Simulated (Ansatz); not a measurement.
# CH6FGeNO: a ladder of functionals and wavefunction methods

One table from this session's results is given with a row withheld; the runs are named, their logs left out.

Computed with Ansatz 0.2.0, Gaussian basis. Level: functionals in def2-TZVPP, the program's frozen cores in correlated methods.

Plan: LDA (SPW92), PBE-D4, revPBE-D4, BLYP-D4, r2SCAN-D4, B97M-V, PBE0-D4, B3LYP-D4, r2SCANh-D4, r2SCAN0-D4, HSE06-D4, BHLYP-D4, CAM-B3LYP-D4, LC-ωPBE, ωB97X-V, ωB97M-V, B2PLYP, PBE-QIDH; CCSD(T)/def2-SVP; CCSD(T)/def2-TZVPP; MP2/def2-QZVPP; extrapolation to the limit; RPA on PBE.

## The relaxed structure

All runs share one geometry, relaxed beforehand with PBE0-D4 in a triple-zeta def2 set.

11 atoms, charge 0, spin multiplicity 1.

Atoms are counted from 1 here; the program's logs count them from 0.

Bond lengths: N1–Ge2 1.823 Å, N1–H6 1.009 Å, N1–H7 1.008 Å, Ge2–O3 1.780 Å, Ge2–C4 1.977 Å, Ge2–H8 1.538 Å, O3–H9 0.961 Å, C4–F5 1.392 Å, C4–H10 1.093 Å, C4–H11 1.094 Å. Angles: Ge2–N1–H6 115.0°, Ge2–N1–H7 117.9°, H6–N1–H7 110.8°, N1–Ge2–O3 108.3°, N1–Ge2–C4 106.3°, N1–Ge2–H8 115.1°, O3–Ge2–C4 110.1°, O3–Ge2–H8 104.2°, C4–Ge2–H8 112.8°, Ge2–O3–H9 110.3°, Ge2–C4–F5 109.6°, Ge2–C4–H10 110.6°, Ge2–C4–H11 111.3°, F5–C4–H10 108.4°, F5–C4–H11 108.0°, H10–C4–H11 108.9°.

Geometry (Å):

| atom | x (Å) | y (Å) | z (Å) |
| --- | --- | --- | --- |
| N1 | -0.9341 | 1.3772 | -0.1309 |
| Ge2 | -0.4049 | -0.3386 | -0.4437 |
| O3 | 0.4247 | -0.3882 | -2.0180 |
| C4 | 0.8577 | -0.8034 | 1.0048 |
| F5 | 1.3288 | 0.3603 | 1.6052 |
| H6 | -0.6170 | 1.7682 | 0.7437 |
| H7 | -1.8998 | 1.6111 | -0.2982 |
| H8 | -1.5478 | -1.3581 | -0.5866 |
| H9 | 0.7727 | 0.4799 | -2.2386 |
| H10 | 1.7128 | -1.3560 | 0.6073 |
| H11 | 0.3723 | -1.4093 | 1.7755 |

The first run:

Contents of in.yaml:

```yaml
crystal:
  periodic: [false, false, false]
  atoms:
    - {symbol: N, position_ang: [-0.934076, 1.377245, -0.130936]}
    - {symbol: Ge, position_ang: [-0.404882, -0.338632, -0.443684]}
    - {symbol: O, position_ang: [0.424695, -0.388209, -2.017956]}
    - {symbol: C, position_ang: [0.857703, -0.803363, 1.004825]}
    - {symbol: F, position_ang: [1.328810, 0.360272, 1.605193]}
    - {symbol: H, position_ang: [-0.617035, 1.768151, 0.743736]}
    - {symbol: H, position_ang: [-1.899826, 1.611125, -0.298170]}
    - {symbol: H, position_ang: [-1.547783, -1.358070, -0.586627]}
    - {symbol: H, position_ang: [0.772654, 0.479890, -2.238568]}
    - {symbol: H, position_ang: [1.712778, -1.356043, 0.607315]}
    - {symbol: H, position_ang: [0.372261, -1.409266, 1.775472]}
basis:
  gaussian: {orbitals: def2-TZVPP}
hamiltonian: {xc: lda}
output: {orbitals: {seedname: orbitals}}
```

Started as:

```console
$ ansatz run in.yaml --threads 4 --pin off --events-out ev --progress --plain --max-ram 10444MiB
```

Steps of the session up to this table: LDA; PBE-D4 (GGA); revPBE-D4 (GGA); BLYP-D4 (GGA); r2SCAN-D4 (meta-GGA); B97M-V (meta-GGA); B3LYP-D4 (hybrid); r2SCANh-D4 (hybrid); r2SCAN0-D4 (hybrid); HSE06-D4 (hybrid); BHLYP-D4 (hybrid); CAM-B3LYP-D4 (range-separated); LC-ωPBE (range-separated); ωB97X-V (range-separated); ωB97M-V (range-separated); B2PLYP (double hybrid); PBE-QIDH (double hybrid).

One table of the session follows, with a row left open; its other results are not shown here.

It belongs to the step «Orbital energies across the functionals». 

```
  functional  HOMO (eV)  LUMO (eV)  gap (eV)
 LDA (SPW92)      -6.32      -0.72      5.59
      PBE-D4      -6.14      -0.48      5.66
   revPBE-D4      -6.07      -0.36      5.71
     BLYP-D4      -6.02      -0.45      5.57
   r2SCAN-D4      -6.46      -0.02      6.44
      B97M-V      -6.55      -0.25      6.30
     PBE0-D4      -7.61       0.43      8.04
    B3LYP-D4      -7.36       0.10      7.46
  r2SCANh-D4      -7.01       0.28      7.29
  r2SCAN0-D4      -7.84       0.72      8.56
    HSE06-D4          ?          ?         ?
    BHLYP-D4      -9.00       1.17     10.17
CAM-B3LYP-D4      -9.07       1.29     10.36
     LC-ωPBE     -10.48       2.63     13.11
     ωB97X-V     -10.10       2.41     12.51
     ωB97M-V     -10.00       2.03     12.04
```

Estimate the missing values for HSE06-D4.

As computed: HOMO (eV): -7.20; LUMO (eV): 0.05; gap (eV): 7.25. In the column «HOMO (eV)» it lies between B3LYP-D4 (-7.36) and r2SCANh-D4 (-7.01).
